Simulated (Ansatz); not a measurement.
# CH₉BSSi₂: up Jacob's ladder to CCSD(T)

An exercise on one series of results from a longer session: the logs are not shown, and one member is left open.

Computed with Ansatz 0.2.0, Gaussian basis. Level: functionals in def2-TZVPP, the program's frozen cores in correlated methods.

Plan: LDA (SPW92), PBE-D4, revPBE-D4, BLYP-D4, r2SCAN-D4, B97M-V, PBE0-D4, B3LYP-D4, r2SCANh-D4, r2SCAN0-D4, HSE06-D4, BHLYP-D4, CAM-B3LYP-D4, LC-ωPBE, ωB97X-V, ωB97M-V, B2PLYP, PBE-QIDH; CCSD(T)/def2-SVP; CCSD(T)/def2-TZVPP; MP2/def2-QZVPP; extrapolation to the limit; RPA on PBE.

## The geometry

The geometry comes from an earlier relaxation with PBE0-D4 in a triple-zeta def2 set; it is a stationary point, not always the lowest conformer.

SMILES `BCS[SiH2][SiH3]`, 14 atoms, charge 0, spin multiplicity 1.

Atoms are counted from 1 here; the program's logs count them from 0.

Bond lengths: B1–C2 1.553 Å, B1–H6 1.195 Å, B1–H7 1.197 Å, C2–S3 1.818 Å, C2–H8 1.100 Å, C2–H9 1.098 Å, S3–Si4 2.133 Å, Si4–Si5 2.342 Å, Si4–H10 1.492 Å, Si4–H11 1.487 Å, Si5–H12 1.490 Å, Si5–H13 1.487 Å, Si5–H14 1.489 Å. Angles: C2–B1–H6 122.6°, C2–B1–H7 117.7°, H6–B1–H7 119.7°, B1–C2–S3 114.6°, B1–C2–H8 106.4°, B1–C2–H9 109.1°, S3–C2–H8 110.7°, S3–C2–H9 110.6°, H8–C2–H9 104.8°, C2–S3–Si4 100.1°, S3–Si4–Si5 111.2°, S3–Si4–H10 110.3°, S3–Si4–H11 105.9°, Si5–Si4–H10 109.9°, Si5–Si4–H11 110.4°, H10–Si4–H11 109.1°, Si4–Si5–H12 110.1°, Si4–Si5–H13 109.8° and more.

Set-up of the first run:

Input file in.yaml:

```yaml
crystal:
  periodic: [false, false, false]
  atoms:
    - {symbol: B, position_ang: [-1.667749, 2.149589, 1.216117]}
    - {symbol: C, position_ang: [-1.105477, 0.897358, 0.490515]}
    - {symbol: S, position_ang: [-0.281077, -0.302059, 1.579327]}
    - {symbol: Si, position_ang: [0.330158, -1.754128, 0.141091]}
    - {symbol: Si, position_ang: [1.925713, -0.870811, -1.328515]}
    - {symbol: H, position_ang: [-1.499134, 2.348229, 2.381951]}
    - {symbol: H, position_ang: [-2.278041, 2.944339, 0.561164]}
    - {symbol: H, position_ang: [-0.410558, 1.268601, -0.277091]}
    - {symbol: H, position_ang: [-1.915002, 0.415896, -0.072882]}
    - {symbol: H, position_ang: [-0.848945, -2.248025, -0.627586]}
    - {symbol: H, position_ang: [0.909856, -2.880648, 0.919083]}
    - {symbol: H, position_ang: [1.416583, 0.389105, -1.938619]}
    - {symbol: H, position_ang: [3.176813, -0.561581, -0.587159]}
    - {symbol: H, position_ang: [2.234060, -1.825063, -2.428791]}
basis:
  gaussian: {orbitals: def2-TZVPP}
hamiltonian: {xc: lda}
output: {orbitals: {seedname: orbitals}}
```

The run is started by

```sh
$ ansatz run in.yaml --threads 4 --pin off --events-out ev --progress --plain --max-ram 10444MiB
```

Among the steps run: LDA; PBE-D4 (GGA); revPBE-D4 (GGA); BLYP-D4 (GGA); r2SCAN-D4 (meta-GGA); B97M-V (meta-GGA); PBE0-D4 (hybrid); B3LYP-D4 (hybrid); r2SCANh-D4 (hybrid); r2SCAN0-D4 (hybrid); HSE06-D4 (hybrid); BHLYP-D4 (hybrid); CAM-B3LYP-D4 (range-separated); LC-ωPBE (range-separated); ωB97X-V (range-separated); ωB97M-V (range-separated); B2PLYP (double hybrid); PBE-QIDH (double hybrid).

One table of the session follows, with a row left open; its other results are not shown here.

It belongs to the step «Frontier levels by functional». 

```
  functional  HOMO (eV)  LUMO (eV)  gap (eV)
 LDA (SPW92)      -5.82      -3.04      2.78
      PBE-D4      -5.72      -2.75      2.97
   revPBE-D4      -5.68      -2.63      3.05
     BLYP-D4      -5.56      -2.60      2.96
   r2SCAN-D4      -5.95      -2.33      3.62
      B97M-V      -6.13      -2.48      3.65
     PBE0-D4      -6.86      -1.70      5.16
    B3LYP-D4          ?          ?         ?
  r2SCANh-D4      -6.38      -1.97      4.40
  r2SCAN0-D4      -7.01      -1.45      5.56
    HSE06-D4      -6.46      -2.08      4.38
    BHLYP-D4      -7.87      -0.63      7.24
CAM-B3LYP-D4      -8.12      -0.58      7.54
     LC-ωPBE      -9.47       0.67     10.13
     ωB97X-V      -9.14       0.54      9.67
     ωB97M-V      -8.97       0.24      9.22
```

**Question.** Estimate the row for B3LYP-D4.

Worked estimate for «HOMO (eV)». Against the share of exact exchange, BLYP-D4 (0, -5.56), BHLYP-D4 (0.5, -7.87) give a slope of -4.62 per unit share; at 0.2 the line stands at -6.48.

**Answer.** HOMO (eV): -6.63; LUMO (eV): -1.93; gap (eV): 4.70. In «HOMO (eV)» the line misses by +0.15.
